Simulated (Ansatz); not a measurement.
# F2H2OSi: the cost of one run

The runs use Ansatz 0.2.0, Gaussian basis; PBE0-D4/def2-TZVP structures, single points in def2-TZVPP, no counterpoise correction.

Levels: SPW92, PBE-D4, BLYP-D4, r2SCAN-D4, B97M-V, PBE0-D4, B3LYP-D4, r2SCAN0-D4, BHLYP-D4, CAM-B3LYP-D4, wB97X-V, wB97M-V, B2PLYP, PBE-QIDH, RPA on PBE, Hartree-Fock, MP2, CCSD, CCSD(T).

Correlated methods freeze the cores. B3LYP uses VWN-RPA correlation. B2PLYP carries no dispersion term here.

94 further runs of the same task are left out: 94 set aside as unsound or not needed.

### 1 The starting structure

The complex: 8 atoms, charge 0, spin multiplicity 1.

Atoms are counted from 1 here; the program's logs count them from 0.

Bond lengths: Si1–F3 1.580 Å, Si1–F4 1.580 Å, Si1–H5 1.461 Å, Si1–O7 1.626 Å, Cl2–H6 1.291 Å, O7–H8 0.960 Å. Angles: F3–Si1–F4 106.1°, F3–Si1–H5 111.0°, F3–Si1–O7 110.4°, F4–Si1–H5 111.0°, F4–Si1–O7 110.3°, H5–Si1–O7 108.0°, Si1–O7–H8 120.6°.

Geometry (Å):

```xyz
8
ClF2H3OSi
Si   -0.96128   -0.56353    0.04442
Cl    2.50351    1.61501   -1.36970
F    -0.96660   -2.09235    0.44347
F    -2.23702    0.07221    0.72638
H    -1.00740   -0.40167   -1.40698
H     1.68202    1.04454   -0.55267
O     0.39020    0.15924    0.58883
H     0.59656    0.16654    1.52615
```

Its parts: F₂H₂OSi holds atoms 1, 3, 4, 5, 7, 8; HCl holds atoms 2, 6. Each part counts its atoms afresh in its own runs.

### 2 Relaxing F₂H₂OSi alone

The input, relax-a/in.yaml:

```yaml
crystal:
  periodic: [false, false, false]
  atoms:
    - {symbol: Si, position_ang: [-0.961278, -0.563531, 0.044416]}
    - {symbol: F, position_ang: [-0.966602, -2.092350, 0.443467]}
    - {symbol: F, position_ang: [-2.237017, 0.072210, 0.726385]}
    - {symbol: H, position_ang: [-1.007396, -0.401668, -1.406977]}
    - {symbol: O, position_ang: [0.390203, 0.159239, 0.588834]}
    - {symbol: H, position_ang: [0.596558, 0.166544, 1.526149]}
basis:
  gaussian: {orbitals: def2-TZVP}
hamiltonian: {xc: pbe0, dispersion: d4}
relax: {f_tol: 0.005, max_steps: 200}
```

The run is started by

```bash
$ ansatz run in.yaml --threads 4 --pin off --events-out ev --progress --plain --max-ram 9574MiB
```

**Question.** How long does this run take on 4 threads of Arm Neoverse V1, shared host?

About 9 s.
